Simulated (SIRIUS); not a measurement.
## Pb: equation of state with RPBE

Pb:

```
Pb
1.0
     0.00000    2.47502    2.47502
     2.47502    0.00000    2.47502
     2.47502    2.47502    0.00000
Pb
1
Direct
  0.00000 0.00000 0.00000
```

```
Program             : SIRIUS 7.12.0
Task                : equation of state
Functional          : RPBE
Potentials or basis : all-electron FP-LAPW
Cutoff              : 157 eV
Basis               : apw+lo standard
k mesh              : 9 × 9 × 9
Occupations         : fermi-dirac, width 0.05 eV
Spin                : no spin polarisation
```

| Property | Result |
| --- | --- |
| Equilibrium volume | 33.04 Å³/atom (rough: see the caveat) |
| Bulk modulus | 38 GPa (rough) |

Energy against volume, from the lowest point:
```csv
volume (Å³/atom),energy (meV/atom)
28.503,92.25
29.110,65.92
29.716,44.69
30.323,27.47
30.929,14.78
31.535,6.12
32.142,0.00
```

All runs of the series together: 5.4 min on 1 thread of Arm Neoverse V1, on a shared host.

Caveat: the minimum lies outside the volumes run; the basis cutoff falls short for Ag, Pd and Pb here, so volumes come out up to a per cent or two small and moduli rough. The run has no spin-orbit coupling, so splittings on Pb are missing.
